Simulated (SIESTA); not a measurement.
The system is Mg3CdO4.

```
Cd Mg O
1.0
     4.44664    0.00000    0.00000
     0.00000    4.44664    0.00000
     0.00000    0.00000    4.44664
Cd Mg O
1 3 4
Cartesian
  0.0000 0.0000 0.0000
  2.2233 2.2233 0.0000
  2.2233 0.0000 2.2233
  0.0000 2.2233 2.2233
  0.0000 2.2233 0.0000
  0.0000 0.0000 2.2233
  2.2233 2.2233 2.2233
  2.2233 0.0000 0.0000
```

The cell comes from a database or a generator and needn't be the stable form of this composition.

* Program: SIESTA 5.4.2
* Task: single point
* Functional: PBEsol
* Potentials or basis: PseudoDojo 0.4 standard (PBEsol files)
* Basis: DZP (energy shift 0.003 Ry; two zetas on semicore shells)
* Grid cutoff: 800 Ry
* Energy shift: 0.003 Ry
* k mesh: 6 × 6 × 6
* Occupations: fermi-dirac, width 0.05 eV
* Spin: no spin polarisation

On this cell: pressure -2.8 GPa; largest force zero by symmetry; band gap on the k mesh 0.94 eV, indirect (least direct gap 2.70 eV).

The same run follows on a disturbed copy (atoms moved at random, drawn with an rms of 0.05 Å):

```xyz
8
Lattice="4.4466 0.0000 0.0000 0.0000 4.4466 0.0000 0.0000 0.0000 4.4466" Properties=species:S:1:pos:R:3 pbc="T T T"
Cd    0.0782   -0.0101    0.0163
Mg    2.2330    2.2159   -0.0414
Mg    2.2587   -0.0161    2.2789
Mg    0.0318    2.2403    2.2239
O    -0.0105    2.2335    0.0163
O     0.0236   -0.0548    2.2003
O     2.2341    2.1723    2.2458
O     2.1849    0.0061    0.0363
```

Q: What does the disturbed cell give?

A: The energy moves by +17.5 meV/atom; pressure -2.0 GPa; largest force 1.557 eV/Å; band gap on the k mesh 0.93 eV, indirect (least direct gap 2.68 eV).

Forces in eV/Å, atoms in the order of the input:
```
Cd  -1.464  0.309 -0.324
Mg   0.150 -0.077  0.471
Mg   0.023  0.060 -0.392
Mg  -0.137 -0.265 -0.080
O    0.022 -0.323 -0.165
O   -0.129  0.173  0.670
O   -0.002  0.262  0.040
O    1.535 -0.138 -0.224
```

Stress tensor (GPa, compression positive):
```
-1.25  0.11 -0.05
 0.11 -2.43 -0.05
-0.05 -0.05 -2.40
```

Caveats: the basis of atomic orbitals isn't converged, which shifts pressures, moduli and gaps.

A k mesh can miss the band edges.
